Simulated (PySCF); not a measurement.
**InP: bond curves at several levels of theory**

One table from this session's results is given with a row withheld; the runs are named, their logs left out.

Method: In x2c-SVPall, P x2c-SVPall, spin-free X2C with a Gaussian nucleus; program: PySCF 2.14.0.

The first run:

Settings of the job:

```
atoms                         : In, P
charge                        : 0
basis                         : In x2c-SVPall, P x2c-SVPall
Hamiltonian                   : spin-free X2C with a Gaussian nucleus
basis functions               : 54
electrons treated             : 64
masses in u                   : 114.9039, 30.9738
levels                        : PBE0, PBE, r²SCAN, TPSSh, BP86, TPSS, CAM-B3LYP, HF, MP2, SCS-MP2, CCSD, CCSD(T)
grid                          : 80 radial by 434 angular points
occupations                   : held fixed by the projection of orbital angular momentum
dissociation limit            : In + P, each in its ground configuration
starting distance in angstrom : 2.455
values of 2S to try           : 0, 2, 4
```

On the command line:

```console
> OMP_NUM_THREADS=1 python dia.py task.json out
```

Steps of the session up to this table: The job; First curve: PBE0; Excited determinants; PBE (GGA); r²SCAN (meta-GGA); TPSSh (hybrid meta-GGA); BP86; TPSS (meta-GGA); CAM-B3LYP (range-separated hybrid); UHF; Correlated methods on the Hartree–Fock reference.

One of the session's tables, all rows but one given; the rest of the session is left out.

Differences from CCSD(T) in the same basis:

| level | Re (mÅ) | ωe (%) |
| --- | --- | --- |
| UHF | +4 | +1.0 |
| UHF-MP2 | -21 | +4.8 |
| UHF-SCS-MP2 | -6 | +2.4 |
| UHF-CCSD | -4 | +0.9 |
| PBE | +6 | -0.2 |
| BP86 | +7 | -0.4 |
| TPSS | +10 | 0.0 |
| r²SCAN | -18 | +3.1 |
| TPSSh | 0 | +1.5 |
| PBE0 | ? | ? |
| CAM-B3LYP | -34 | +6.1 |

**Question.** Estimate the row for PBE0.

The run gave: Re (mÅ): -20; ωe (%): +3.9. In the column «Re (mÅ)» it lies between UHF-MP2 (-21) and r²SCAN (-18).
